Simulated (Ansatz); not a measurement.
# Ti2SiSe2: properties of a relaxed candidate

This session takes a relaxed cell of Ti2SiSe2 and sets out to see whether it has a gap, which orbitals make up the states near it and how charge is shared.

Method: DFT PBE, scalar-relativistic, plane waves, PAW, in Ansatz 0.2.0.

## 1. The structure to begin with

It takes space group I4/mmm (No. 139, tetragonal). Conventional cell: a = 4.769 Å, b = 4.769 Å, c = 8.361 Å, α = 90.00°, β = 90.00°, γ = 90.00°. Ti (site symmetry -4m2) is surrounded by 4 Se at 2.51 Å and 4 Si at 3.17 Å. Si (site symmetry 4/mmm) is surrounded by 2 Se at 2.86 Å and 8 Ti at 3.17 Å. Around Se (site symmetry 4mm) lie 4 Ti at 2.51 Å and 1 Se at 2.64 Å and 1 Si at 2.86 Å.

Structure file:

```
CELL_PARAMETERS angstrom
-2.38438 2.38438 4.18039
2.38438 -2.38438 4.18039
2.38438 2.38438 -4.18039
ATOMIC_POSITIONS crystal
Ti 0.75000 0.25000 0.50000
Ti 0.25000 0.75000 0.50000
Si 0.00000 0.00000 0.00000
Se 0.65782 0.65782 0.00000
Se 0.34218 0.34218 0.00000
```

The cell was relaxed beforehand at this level, from a database cell with other species swapped in; it is a trial structure. At a tolerance of 0.05 Å it has space group I4/mmm (No. 139); it has 19.01 Å³/atom, an uncorrected energy of -0.36 eV/atom over the elements.

## 2. Static run: bands, density of states and charges

File input.yaml:

```yaml
crystal:
  lattice:
    - [-2.3843828436, 2.3843828436, 4.1803917585]
    - [2.3843828436, -2.3843828436, 4.1803917585]
    - [2.3843828436, 2.3843828436, -4.1803917585]
  atoms:
    - { symbol: Ti, position: [0.75, 0.25, 0.5] }
    - { symbol: Ti, position: [0.25, 0.75, 0.5] }
    - { symbol: Si, position: [0.0, 0.0, 0.0] }
    - { symbol: Se, position: [0.6578185632, 0.6578185632, 0.0] }
    - { symbol: Se, position: [0.3421814368, 0.3421814368, 0.0] }
basis:
  ecutwfc: 420
kpoints:
  mp_grid: { grid: [12, 12, 12] }
  band_path:
    path:
      - [[0.0, 0.0, 0.0], [0.0, 0.0, 0.5], [0.25, 0.25, 0.25], [0.0, 0.5, 0.0], [0.0, 0.0, 0.0], [0.5, 0.5, -0.5], [0.33133136, 0.66866864, -0.33133136]]
      - [[-0.33133136, 0.33133136, 0.33133136], [0.0, 0.0, 0.0]]
      - [[0.0, 0.0, 0.5], [-0.16266271, 0.16266271, 0.5]]
      - [[0.5, 0.5, -0.16266271], [0.5, 0.5, -0.5]]
    npoints: 14
hamiltonian:
  xc: pbe
scf:
  occupations: { method: gaussian, width: 0.1 }
  n_extra_bands: 12
output:
  forces: true
  stress: true
  eigenvalues: true
  populations: true
  dos: { projected: true, de: 0.02, nscf_kmesh: { grid: [15, 15, 15] } }
  bader: true
  write_density: true
  write_potential: true
  elf: true
  volumetric_format: npy
```

Launch:

```
ansatz run input.yaml --threads 1 --pin off --max-ram 2560MiB --backend cpu --events-out ev --progress --plain --runs-dir out
```

What does the calculation give? Wanted: gap; states at the Fermi level; Bader charges.

The runs gave:

| quantity | value |
| --- | --- |
| gap | none (metal) |
| states at the Fermi level | 4.68 per eV per cell |
| Bader charges | Ti +1.31, Si -0.58, Se -1.02 e |

It comes out metallic. Of the projected weight within 0.25 eV of the Fermi level, the largest part is Ti 3d (82 %). Bader charges reach 1.3 e, so charge transfer in this metal is strong.
